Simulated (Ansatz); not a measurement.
# GaN: the cost of one run

Method: DFT LDA, scalar-relativistic, plane waves, PAW, in Ansatz 0.2.0.

### Step 1. Starting point

It takes space group F-43m (No. 216, cubic). The conventional cell has a = 4.507 Å, b = 4.507 Å, c = 4.507 Å, α = 90.00°, β = 90.00°, γ = 90.00°. Ga (site symmetry -43m) has 4 N at 1.95 Å as nearest neighbours. N (site symmetry -43m) has 4 Ga at 1.95 Å as nearest neighbours.

As a file:

```
CELL_PARAMETERS angstrom
0.00000 2.25350 2.25350
2.25350 0.00000 2.25350
2.25350 2.25350 0.00000
ATOMIC_POSITIONS crystal
Ga 0.00000 0.00000 0.00000
N 0.75000 0.75000 0.75000
```

The structure comes from the Materials Project (structure only).

### Step 2. A first look at the start

Contents of input.yaml:

```yaml
crystal:
  lattice:
    - [0.0, 2.2535006075, 2.2535006075]
    - [2.2535006075, 0.0, 2.2535006075]
    - [2.2535006075, 2.2535006075, 0.0]
  atoms:
    - { symbol: Ga, position: [0.0, 0.0, 0.0] }
    - { symbol: "N", position: [0.75, 0.75, 0.75] }
basis:
  ecutwfc: 420
kpoints:
  mp_grid: { grid: [8, 8, 8] }
hamiltonian:
  xc: lda
scf:
  occupations: { method: gaussian, width: 0.1 }
output:
  forces: true
  stress: true
  eigenvalues: true
```

Command:

```
$ ansatz run input.yaml --threads 1 --pin off --max-ram 1228MiB --backend cpu --events-out ev --progress --plain --runs-dir out
```

What time and memory should one allow on 1 thread of an Arm CPU, shared host?

About 1.9 s, with a peak of 0.33 GiB.
